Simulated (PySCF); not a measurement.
# The bond of SnB, level by level, part 1 of 2

Aim: find the lowest electronic state of SnB, scan its bond at several levels of theory, and get bond length, wavenumber and dissociation energy from each curve.

Method: Sn cc-pVDZ-PP with ECP28, B cc-pVDZ, scalar-relativistic core potentials; program: PySCF 2.14.0.

## Step 1: Set-up

Settings of the job:

| Item | Value |
| --- | --- |
| atoms | Sn, B |
| charge | 0 |
| basis | Sn cc-pVDZ-PP with ECP28, B cc-pVDZ |
| Hamiltonian | scalar-relativistic core potentials |
| basis functions | 37 |
| electrons treated | 27 |
| masses in u | 119.9022, 11.0093 |
| levels | PBE0, PBE, r²SCAN, PBEsol, LDA, BLYP, HF, MP2, SCS-MP2, CCSD, CCSD(T) |
| grid | 80 radial by 434 angular points |
| occupations | held fixed by the projection of orbital angular momentum |
| dissociation limit | Sn + B, each in its ground configuration |
| starting distance in angstrom | 2.165 |
| values of 2S to try | 1, 3 |

Run with:

```
$ OMP_NUM_THREADS=1 python dia.py task.json out
```

After the search, every level is run at each distance in turn; below they are sorted by level.

## Step 2: State search with unrestricted PBE0

Unrestricted PBE0 solutions at 2.165 Å, counted from the lowest. The search isn't exhaustive.

```csv
2Ms+1,unpaired,term,E (eV),⟨S²⟩,⟨Lz²⟩,μ (D)
4,"σ ↑, π ↑↑",⁴Σ⁻,0.00,3.75,0.00,-1.38
2,"σ ↓, π ↑↑",not assigned,0.33,1.77,0.00,-1.34
2,"σ ↑, π ↑↓",not assigned,0.37,1.76,2.01,-1.37
2,σ ↑,not assigned,1.00,0.80,2.00,-1.27
2,π ↑,²Π,1.15,0.79,1.00,-1.45
2,π ↑,²Π,1.62,0.75,1.00,-2.63
```

6 of 11 solutions are listed, lowest first.

A term symbol stands only where ⟨S²⟩ and ⟨Lz²⟩ are near those of a pure state. A positive dipole means Sn(−)B(+).

Followed over a short scan are these candidates:

```csv
2Ms+1,unpaired,R at minimum (Å),energy at minimum (eV)
4,"σ ↑, π ↑↑",2.19,0.00
2,"σ ↓, π ↑↑",2.20,0.33
2,"σ ↑, π ↑↓",2.20,0.37
2,σ ↑,2.23,0.98
2,π ↑,not bracketed,≤ 1.14
```

The search made 11 SCF attempts at the starting distance; with the short scans it took 6.4 s of wall time (1 thread of Arm Neoverse V1, shared host).

## Step 3: First curve: PBE0

State followed: ⁴Σ⁻ (quartet), unpaired electrons σ ↑, π ↑↑. The scan is laid around 2.192 Å.

Log of the SCF at 2.192 Å:

```text
******** <class 'pyscf.dft.uks_symm.SymAdaptedUKS'> ********
method = SymAdaptedUKS
initial guess = minao
damping factor = 0
level_shift factor = 0
DIIS = <class 'pyscf.scf.diis.CDIIS'>
diis_start_cycle = 1
diis_space = 10
diis_damp = 0
SCF conv_tol = 1e-09
SCF conv_tol_grad = None
SCF max_cycles = 60
direct_scf = False
max_memory 909 MB (current use 248 MB)
number electrons alpha = 15  beta = 12
XC library pyscf.dft.libxc version 7.0.0
    S. Lehtola, C. Steigemann, M. J.T. Oliveira, and M. A.L. Marques.,  SoftwareX 7, 1–5 (2018)
XC functionals = PBE0
    C. Adamo and V. Barone.,  J. Chem. Phys. 110, 6158 (1999)
    M. Ernzerhof and G. E. Scuseria.,  J. Chem. Phys. 110, 5029 (1999)
small_rho_cutoff = 0
Overwritten attributes  get_jk get_k get_j get_occ get_hcore  of <class 'pyscf.dft.uks_symm.SymAdaptedUKS'>
<class 'pyscf.dft.uks_symm.SymAdaptedUKS'> does not have attributes  refdm
Set gradient conv threshold to 3.16228e-05
init E= -238.963021342402
cycle= 1 E= -238.969235792057  delta_E= -0.00621  |g|= 0.00387  |ddm|= 0.0381
cycle= 2 E= -238.969235774405  delta_E= 1.77e-08  |g|= 0.00445  |ddm|= 0.0235
cycle= 3 E= -238.969253961064  delta_E= -1.82e-05  |g|= 0.00176  |ddm|= 0.0158
cycle= 4 E= -238.969257613067  delta_E= -3.65e-06  |g|= 0.000428  |ddm|= 0.00624
cycle= 5 E= -238.969258137148  delta_E= -5.24e-07  |g|= 0.000176  |ddm|= 0.00254
cycle= 6 E= -238.969258271684  delta_E= -1.35e-07  |g|= 3.52e-05  |ddm|= 0.00183
cycle= 7 E= -238.969258276216  delta_E= -4.53e-09  |g|= 6.54e-06  |ddm|= 0.000394
cycle= 8 E= -238.969258276274  delta_E= -5.83e-11  |g|= 6.97e-07  |ddm|= 3.86e-05
Extra cycle  E= -238.969258276275  delta_E= -8.53e-13  |g|= 3.12e-07  |ddm|= 3.78e-06
converged SCF energy = -238.969258276275  <S^2> = 3.75213  2S+1 = 4.0010649
```

Points of the scan, energies from the lowest:

```csv
R (Å),E (eV),μ (D),Mulliken charge of Sn (e),Mayer bond order,⟨S²⟩,HOMO (eV),LUMO (eV)
1.8851,0.8166,-1.07,0.29,1.99,3.75,-6.01,-3.30
1.9728,0.3571,-1.20,0.26,1.95,3.75,-6.08,-3.19
2.0605,0.1076,-1.30,0.24,1.91,3.75,-6.13,-3.09
2.1262,0.0217,-1.36,0.23,1.88,3.75,-6.14,-3.02
2.1920,0.0000,-1.40,0.21,1.84,3.75,-6.02,-2.96
2.2578,0.0269,-1.43,0.20,1.80,3.75,-5.92,-2.91
2.3454,0.1167,-1.43,0.18,1.74,3.75,-5.80,-2.84
2.4550,0.2850,-1.39,0.16,1.66,3.75,-5.66,-2.76
2.5866,0.5306,-1.27,0.13,1.57,3.75,-5.52,-2.71
2.7619,0.8814,-1.04,0.10,1.45,3.76,-5.36,-2.79
```

Fit: Re = 2.185 Å, ωe = 557 cm⁻¹, ωexe = 3.58 cm⁻¹, αe = 0.00292 cm⁻¹, Be = 0.3501 cm⁻¹, De = 2.74 eV, μ = -1.40 D.

Orbitals nearest the gap at 2.192 Å:

```csv
spin,orbital,ε (eV),filled,made of
β,σ,-28.19,yes,Sn d 100 %
β,π,-28.14,yes,Sn d 100 %
β,π,-28.14,yes,Sn d 100 %
α,σ,-14.44,yes,"Sn s 54 %, B s 36 %"
β,σ,-12.62,yes,"Sn s 61 %, B s 29 %"
α,σ,-10.04,yes,"B s 50 %, Sn s 36 %, Sn p 10 %"
β,σ,-8.07,yes,"B s 46 %, Sn s 32 %, Sn p 22 %"
α,σ,-6.18,yes,"B p 53 %, Sn p 35 %"
α,π,-6.02,yes,"Sn p 56 %, B p 42 %"
α,π,-6.02,yes,"Sn p 56 %, B p 42 %"
β,π,-2.96,no,"Sn p 70 %, B p 29 %"
β,π,-2.96,no,"Sn p 70 %, B p 29 %"
α,π,-1.83,no,"B p 54 %, Sn p 44 %"
α,π,-1.83,no,"B p 54 %, Sn p 44 %"
```

Polarisability there: 97.2 bohr³ along the bond, 38.5 across it. Without diffuse functions these come out too small, above all across the bond.

## Step 4: Orbitals, density and potential

Orbitals, density, ELF and potential are computed afterwards from the orbital file.

Frontier orbitals at PBE0 (alpha spin), with the share of their density that lies nearest to each atom:

```csv
orbital,energy (eV),lies on
HOMO-1,-6.02,Sn1 52 %; B2 48 %
HOMO,-6.02,Sn1 52 %; B2 48 %
LUMO,-1.83,B2 53 %; Sn1 47 %
```

ELF in a plane through or near 2 of the atoms.

Values, 10 rows by 14 columns:
```
0.00 0.01 0.05 0.16 0.24 0.23 0.19 0.15 0.11 0.06 0.02 0.00 0.00 0.00
0.01 0.12 0.34 0.57 0.61 0.54 0.45 0.37 0.36 0.32 0.26 0.15 0.05 0.00
0.04 0.35 0.65 0.78 0.68 0.59 0.56 0.52 0.56 0.58 0.61 0.51 0.28 0.03
0.16 0.69 0.86 0.66 0.30 0.25 0.31 0.67 0.77 0.79 0.90 0.88 0.72 0.20
0.29 0.84 0.87 0.36 0.71 0.76 0.37 0.68 0.34 0.17 0.95 0.97 0.90 0.41
0.32 0.85 0.86 0.32 0.78 0.32 0.52 0.67 0.15 0.87 0.92 0.98 0.92 0.45
0.23 0.79 0.88 0.49 0.38 0.49 0.24 0.69 0.76 0.59 0.95 0.95 0.84 0.32
0.09 0.54 0.79 0.77 0.51 0.41 0.48 0.62 0.68 0.71 0.79 0.74 0.52 0.09
0.03 0.27 0.55 0.73 0.70 0.61 0.54 0.47 0.49 0.50 0.49 0.37 0.18 0.01
0.00 0.04 0.16 0.35 0.43 0.39 0.32 0.26 0.23 0.17 0.10 0.04 0.01 0.00
```
The map spans 7.4 Å across and 5.2 Å up, centred on the molecule. Atoms in the plane (x, y in Å): Sn1 (-1.1, 0.0), B2 (1.1, 0.0).

log10 of the density (e/Å³) in the same plane.

Ten even steps from ' ' (-4.0) to '@' (2.1):
```
    ......::::::::::::::::::::::::::::........          
  ....::::::::--------------::::::::::::::::......      
....::::::------------------------------::::::......    
..::::--------================--------------::::::....  
..::::------============================------::::::..  
::::------====++++++++++++==================----::::....
::::--======++++++****++++++++++++++++++++====----::::..
::----====++++**########**++++++++++++++++++==------::..
::----====++**##%%%%%%%%##**********##**++++====----::..
::----====++**##%%%%%%%%##******##%%@@##**++====----::..
::----====++**##%%%%%%%%##******##%%@@****++====----::..
::----====++**##%%%%%%%%##**************++++====----::..
::----====++++**########**++++++++++++++++++==------::..
::::--======++++++****++++++++++++++++++++====----::::..
::::------====++++++++++++==================----::::....
..::::------============================------::::::..  
..::::--------================--------------::::::....  
....::::::------------------------------::::::::....    
  ....::::::::--------------::::::::::::::::......      
    ......::::::::::::::::::::::::::::........          
```
The map spans 7.4 Å across and 5.2 Å up, centred on the molecule. Atoms in the plane (x, y in Å): Sn1 (-1.1, 0.0), B2 (1.1, 0.0).

On the surface of density 0.002 e/bohr³ the electrostatic potential runs, from the 1st to the 99th percentile, from -0.48 V near B2 to 0.89 V near Sn1.

The spin density lies nearest to B2 56 %; Sn1 44 %.

Core electrons inside the core potentials are missing from the density.

## Step 5: Higher solutions at PBE0

State 2: Ms = 0.5 determinant of mixed spin (⟨S²⟩ = 1.77), unpaired electrons σ ↓, π ↑↑, an excited solution.

Log of the SCF at 2.192 Å:

```text
[... 13 set-up lines left out, the same as in an earlier log ...]
max_memory 909 MB (current use 289 MB)
number electrons alpha = 14  beta = 13
[... 7 set-up lines left out, the same as in an earlier log ...]
init E= -238.950800662416
cycle= 1 E= -238.957052739502  delta_E= -0.00625  |g|= 0.00365  |ddm|= 0.0377
cycle= 2 E= -238.957060065881  delta_E= -7.33e-06  |g|= 0.00311  |ddm|= 0.0211
cycle= 3 E= -238.957067751729  delta_E= -7.69e-06  |g|= 0.00142  |ddm|= 0.0116
cycle= 4 E= -238.957070025821  delta_E= -2.27e-06  |g|= 0.000335  |ddm|= 0.00515
cycle= 5 E= -238.957070171173  delta_E= -1.45e-07  |g|= 0.000107  |ddm|= 0.00115
cycle= 6 E= -238.957070196405  delta_E= -2.52e-08  |g|= 1.54e-05  |ddm|= 0.000674
cycle= 7 E= -238.957070197183  delta_E= -7.78e-10  |g|= 2.1e-06  |ddm|= 0.000157
Extra cycle  E= -238.957070197184  delta_E= -1.31e-12  |g|= 2.19e-06  |ddm|= 1.55e-05
converged SCF energy = -238.957070197184  <S^2> = 1.7681798  2S+1 = 2.8412531
```

Re = 2.195 Å, ωe = 552 cm⁻¹; the determinant mixes terms (⟨S²⟩ = 1.77, ⟨Lz²⟩ = 0.00), so these belong to no real state. Its minimum lies 0.33 eV above that of the lowest state.

State 3: Ms = 0.5 determinant of mixed spin (⟨S²⟩ = 1.76), unpaired electrons σ ↑, π ↑↓, an excited solution.

Output of the SCF at 2.192 Å:

```text
[... 13 set-up lines left out, the same as in an earlier log ...]
max_memory 909 MB (current use 265 MB)
[... 8 set-up lines left out, the same as in an earlier log ...]
init E= -238.949554351268
cycle= 1 E= -238.955665091929  delta_E= -0.00611  |g|= 0.00362  |ddm|= 0.0377
cycle= 2 E= -238.955670806338  delta_E= -5.71e-06  |g|= 0.00335  |ddm|= 0.0211
cycle= 3 E= -238.955679678129  delta_E= -8.87e-06  |g|= 0.00159  |ddm|= 0.0123
cycle= 4 E= -238.955682584711  delta_E= -2.91e-06  |g|= 0.00036  |ddm|= 0.00558
cycle= 5 E= -238.955682808495  delta_E= -2.24e-07  |g|= 0.000125  |ddm|= 0.00146
cycle= 6 E= -238.955682859174  delta_E= -5.07e-08  |g|= 2.53e-05  |ddm|= 0.000976
cycle= 7 E= -238.955682863731  delta_E= -4.56e-09  |g|= 9.66e-06  |ddm|= 0.000307
cycle= 8 E= -238.955682864777  delta_E= -1.05e-09  |g|= 4.62e-06  |ddm|= 0.000136
cycle= 9 E= -238.95568286507  delta_E= -2.93e-10  |g|= 5.91e-07  |ddm|= 0.000109
Extra cycle  E= -238.955682865071  delta_E= -1.25e-12  |g|= 3.04e-07  |ddm|= 4.27e-06
converged SCF energy = -238.955682865071  <S^2> = 1.7607487  2S+1 = 2.8360174
```

Re = 2.196 Å, ωe = 552 cm⁻¹; the determinant mixes terms (⟨S²⟩ = 1.76, ⟨Lz²⟩ = 2.01), so these belong to no real state. Its minimum lies 0.37 eV above that of the lowest state.

State 4: doublet, unpaired electrons σ ↑, an excited solution.

The SCF at the reference distance, 2.192 Å, printed:

```text
[... 22 set-up lines left out, the same as in an earlier log ...]
init E= -238.92698930719
cycle= 1 E= -238.932801841944  delta_E= -0.00581  |g|= 0.00366  |ddm|= 0.038
cycle= 2 E= -238.932806089555  delta_E= -4.25e-06  |g|= 0.00353  |ddm|= 0.0212
cycle= 3 E= -238.932816279481  delta_E= -1.02e-05  |g|= 0.00178  |ddm|= 0.0129
cycle= 4 E= -238.932819917516  delta_E= -3.64e-06  |g|= 0.0003  |ddm|= 0.00555
cycle= 5 E= -238.932820342908  delta_E= -4.25e-07  |g|= 0.000175  |ddm|= 0.00186
cycle= 6 E= -238.932820701891  delta_E= -3.59e-07  |g|= 0.00013  |ddm|= 0.0022
cycle= 7 E= -238.932821053137  delta_E= -3.51e-07  |g|= 7.75e-05  |ddm|= 0.00308
cycle= 8 E= -238.932821257844  delta_E= -2.05e-07  |g|= 1.85e-05  |ddm|= 0.00394
cycle= 9 E= -238.932821265487  delta_E= -7.64e-09  |g|= 1.69e-06  |ddm|= 0.000866
cycle= 10 E= -238.932821265506  delta_E= -1.91e-11  |g|= 2.11e-07  |ddm|= 3.8e-05
Extra cycle  E= -238.932821265506  delta_E= 3.98e-13  |g|= 2.4e-07  |ddm|= 1.57e-06
converged SCF energy = -238.932821265506  <S^2> = 0.80424396  2S+1 = 2.0535277
```

Re = 2.221 Å, ωe = 524 cm⁻¹; the determinant mixes terms (⟨S²⟩ = 0.82, ⟨Lz²⟩ = 2.00), so these belong to no real state. Its minimum lies 0.99 eV above that of the lowest state.

Energy (eV) from the lowest point of the lowest state:

```csv
R (Å),lowest,state 2,state 3,state 4
1.885,0.817,1.189,1.232,1.953
1.973,0.357,0.717,0.758,1.447
2.061,0.108,0.455,0.495,1.155
2.126,0.022,0.361,0.399,1.040
2.192,0.000,0.332,0.369,0.992
2.258,0.027,0.352,0.389,0.993
2.345,0.117,0.436,0.472,1.052
2.455,0.285,0.600,0.634,1.181
2.587,0.531,0.843,0.877,1.379
2.762,0.881,1.193,1.228,1.669
```

## Step 6: PBE

The SCF at the reference distance, 2.192 Å, printed:

```text
[... 17 set-up lines left out, the same as in an earlier log ...]
XC functionals = PBE
    J. P. Perdew, K. Burke, and M. Ernzerhof.,  Phys. Rev. Lett. 77, 3865 (1996)
    J. P. Perdew, K. Burke, and M. Ernzerhof.,  Phys. Rev. Lett. 78, 1396 (1997)
    J. P. Perdew, K. Burke, and M. Ernzerhof.,  Phys. Rev. Lett. 77, 3865 (1996)
    J. P. Perdew, K. Burke, and M. Ernzerhof.,  Phys. Rev. Lett. 78, 1396 (1997)
[... 2 set-up lines left out, the same as in an earlier log ...]
init E= -238.958383488681
cycle= 1 E= -238.959000536531  delta_E= -0.000617  |g|= 0.0242  |ddm|= 0.165
cycle= 2 E= -238.95253110904  delta_E= 0.00647  |g|= 0.078  |ddm|= 0.276
cycle= 3 E= -238.959453226784  delta_E= -0.00692  |g|= 0.0082  |ddm|= 0.237
cycle= 4 E= -238.959533475028  delta_E= -8.02e-05  |g|= 0.000889  |ddm|= 0.0198
cycle= 5 E= -238.959534289392  delta_E= -8.14e-07  |g|= 0.000145  |ddm|= 0.00386
cycle= 6 E= -238.959534324831  delta_E= -3.54e-08  |g|= 4.51e-05  |ddm|= 0.000766
cycle= 7 E= -238.959534327596  delta_E= -2.76e-09  |g|= 1.1e-05  |ddm|= 0.00021
cycle= 8 E= -238.95953432777  delta_E= -1.74e-10  |g|= 2.93e-06  |ddm|= 6.11e-05
Extra cycle  E= -238.959534327676  delta_E= 9.36e-11  |g|= 9.51e-06  |ddm|= 3.33e-05
converged SCF energy = -238.959534327676  <S^2> = 3.7511499  2S+1 = 4.0005749
```

Re = 2.215 Å, ωe = 525 cm⁻¹, ωexe = 3.40 cm⁻¹, αe = 0.00290 cm⁻¹, Be = 0.3409 cm⁻¹, De = 2.99 eV, μ = -1.52 D. 5 s of CPU time for 12 points, integrals apart.

## Step 7: r²SCAN (meta-GGA)

The SCF at the reference distance, 2.192 Å, printed:

```text
[... 17 set-up lines left out, the same as in an earlier log ...]
XC functionals = R2SCAN
    J. W. Furness, A. D. Kaplan, J. Ning, J. P. Perdew, and J. Sun.,  J. Phys. Chem. Lett. 11, 8208-8215 (2020)
    J. W. Furness, A. D. Kaplan, J. Ning, J. P. Perdew, and J. Sun.,  J. Phys. Chem. Lett. 11, 9248-9248 (2020)
    J. W. Furness, A. D. Kaplan, J. Ning, J. P. Perdew, and J. Sun.,  J. Phys. Chem. Lett. 11, 8208-8215 (2020)
    J. W. Furness, A. D. Kaplan, J. Ning, J. P. Perdew, and J. Sun.,  J. Phys. Chem. Lett. 11, 9248-9248 (2020)
[... 2 set-up lines left out, the same as in an earlier log ...]
init E= -239.065510883442
cycle= 1 E= -239.065972187262  delta_E= -0.000461  |g|= 0.0115  |ddm|= 0.152
cycle= 2 E= -239.064535786918  delta_E= 0.00144  |g|= 0.0372  |ddm|= 0.137
cycle= 3 E= -239.066155129669  delta_E= -0.00162  |g|= 0.00193  |ddm|= 0.101
cycle= 4 E= -239.066159967795  delta_E= -4.84e-06  |g|= 0.000664  |ddm|= 0.00792
cycle= 5 E= -239.066161055225  delta_E= -1.09e-06  |g|= 0.000208  |ddm|= 0.00564
cycle= 6 E= -239.066161137142  delta_E= -8.19e-08  |g|= 3.47e-05  |ddm|= 0.0014
cycle= 7 E= -239.066161140952  delta_E= -3.81e-09  |g|= 1.02e-05  |ddm|= 0.000254
cycle= 8 E= -239.066161141106  delta_E= -1.54e-10  |g|= 1.57e-06  |ddm|= 4.89e-05
Extra cycle  E= -239.066161141109  delta_E= -3.3e-12  |g|= 9.68e-07  |ddm|= 9.71e-06
converged SCF energy = -239.066161141109  <S^2> = 3.7535178  2S+1 = 4.0017585
```

Re = 2.191 Å, ωe = 554 cm⁻¹, ωexe = 3.55 cm⁻¹, αe = 0.00287 cm⁻¹, Be = 0.3482 cm⁻¹, De = 2.92 eV, μ = -1.25 D.

## Step 8: PBEsol (GGA)

The SCF at the reference distance, 2.192 Å, printed:

```text
[... 13 set-up lines left out, the same as in an earlier log ...]
max_memory 909 MB (current use 272 MB)
[... 3 set-up lines left out, the same as in an earlier log ...]
XC functionals = PBEsol
    J. P. Perdew, A. Ruzsinszky, G. I. Csonka, O. A. Vydrov, G. E. Scuseria, L. A. Constantin, X. Zhou, and K. Burke.,  Phys. Rev. Lett. 100, 136406 (2008)
    J. P. Perdew, A. Ruzsinszky, G. I. Csonka, O. A. Vydrov, G. E. Scuseria, L. A. Constantin, X. Zhou, and K. Burke.,  Phys. Rev. Lett. 100, 136406 (2008)
[... 2 set-up lines left out, the same as in an earlier log ...]
init E= -238.59353737496
cycle= 1 E= -238.595215679907  delta_E= -0.00168  |g|= 0.0182  |ddm|= 0.176
cycle= 2 E= -238.595170153534  delta_E= 4.55e-05  |g|= 0.0162  |ddm|= 0.074
cycle= 3 E= -238.595028705875  delta_E= 0.000141  |g|= 0.0167  |ddm|= 0.0852
cycle= 4 E= -238.595356243554  delta_E= -0.000328  |g|= 0.000787  |ddm|= 0.0448
cycle= 5 E= -238.595356799662  delta_E= -5.56e-07  |g|= 0.000189  |ddm|= 0.00386
cycle= 6 E= -238.595356855669  delta_E= -5.6e-08  |g|= 4.23e-05  |ddm|= 0.000834
cycle= 7 E= -238.595356858223  delta_E= -2.55e-09  |g|= 6.29e-06  |ddm|= 0.000212
cycle= 8 E= -238.595356858319  delta_E= -9.61e-11  |g|= 2.81e-06  |ddm|= 5.83e-05
Extra cycle  E= -238.595356858192  delta_E= 1.27e-10  |g|= 1.08e-05  |ddm|= 3.73e-05
converged SCF energy = -238.595356858192  <S^2> = 3.7512137  2S+1 = 4.0006068
```

Re = 2.200 Å, ωe = 539 cm⁻¹, ωexe = 3.37 cm⁻¹, αe = 0.00286 cm⁻¹, Be = 0.3455 cm⁻¹, De = 3.23 eV, μ = -1.46 D. 3.7 s of CPU time for 12 points, integrals apart.

## Step 9: LDA

Log of the SCF at 2.192 Å:

```text
[... 17 set-up lines left out, the same as in an earlier log ...]
XC functionals = LDA,VWN
    P. A. M. Dirac.,  Math. Proc. Cambridge Philos. Soc. 26, 376 (1930)
    F. Bloch.,  Z. Phys. 57, 545 (1929)
    S. H. Vosko, L. Wilk, and M. Nusair.,  Can. J. Phys. 58, 1200 (1980)
[... 2 set-up lines left out, the same as in an earlier log ...]
init E= -238.377198076282
cycle= 1 E= -238.380376477713  delta_E= -0.00318  |g|= 0.0272  |ddm|= 0.25
cycle= 2 E= -238.380028622254  delta_E= 0.000348  |g|= 0.0287  |ddm|= 0.117
cycle= 3 E= -238.379594114289  delta_E= 0.000435  |g|= 0.0306  |ddm|= 0.155
cycle= 4 E= -238.380684247765  delta_E= -0.00109  |g|= 0.00122  |ddm|= 0.0807
cycle= 5 E= -238.380685592381  delta_E= -1.34e-06  |g|= 0.000238  |ddm|= 0.00607
cycle= 6 E= -238.380685663895  delta_E= -7.15e-08  |g|= 4.9e-05  |ddm|= 0.000941
cycle= 7 E= -238.380685666598  delta_E= -2.7e-09  |g|= 5.27e-06  |ddm|= 0.000209
cycle= 8 E= -238.380685666635  delta_E= -3.69e-11  |g|= 2.41e-06  |ddm|= 3.01e-05
Extra cycle  E= -238.380685666539  delta_E= 9.67e-11  |g|= 9.46e-06  |ddm|= 3.19e-05
converged SCF energy = -238.380685666539  <S^2> = 3.7512726  2S+1 = 4.0006362
```

Re = 2.182 Å, ωe = 553 cm⁻¹, ωexe = 3.32 cm⁻¹, αe = 0.00282 cm⁻¹, Be = 0.3510 cm⁻¹, De = 3.53 eV, μ = -1.48 D.

## Step 10: BLYP (GGA)

Output of the SCF at 2.192 Å:

```text
[... 13 set-up lines left out, the same as in an earlier log ...]
max_memory 909 MB (current use 266 MB)
[... 3 set-up lines left out, the same as in an earlier log ...]
XC functionals = BLYP
    A. D. Becke.,  Phys. Rev. A 38, 3098 (1988)
    C. Lee, W. Yang, and R. G. Parr.,  Phys. Rev. B 37, 785 (1988)
    B. Miehlich, A. Savin, H. Stoll, and H. Preuss.,  Chem. Phys. Lett. 157, 200 (1989)
[... 2 set-up lines left out, the same as in an earlier log ...]
init E= -238.941719258183
cycle= 1 E= -238.942667544329  delta_E= -0.000948  |g|= 0.0322  |ddm|= 0.245
cycle= 2 E= -238.92996636682  delta_E= 0.0127  |g|= 0.108  |ddm|= 0.383
cycle= 3 E= -238.943553340538  delta_E= -0.0136  |g|= 0.00993  |ddm|= 0.325
cycle= 4 E= -238.943668568969  delta_E= -0.000115  |g|= 0.00146  |ddm|= 0.0233
cycle= 5 E= -238.943670817141  delta_E= -2.25e-06  |g|= 0.000197  |ddm|= 0.00667
cycle= 6 E= -238.94367088888  delta_E= -7.17e-08  |g|= 4.77e-05  |ddm|= 0.00129
cycle= 7 E= -238.943670891329  delta_E= -2.45e-09  |g|= 1.72e-05  |ddm|= 0.000242
cycle= 8 E= -238.943670891697  delta_E= -3.68e-10  |g|= 1.59e-06  |ddm|= 5.31e-05
Extra cycle  E= -238.943670891696  delta_E= 6.82e-13  |g|= 1.57e-06  |ddm|= 1.06e-05
converged SCF energy = -238.943670891696  <S^2> = 3.7512334  2S+1 = 4.0006166
```

Re = 2.239 Å, ωe = 498 cm⁻¹, ωexe = 3.42 cm⁻¹, αe = 0.00301 cm⁻¹, Be = 0.3335 cm⁻¹, De = 2.66 eV, μ = -1.51 D. 3.5 s of CPU time for 12 points, integrals apart.

(Continued in part 2 of 2.)
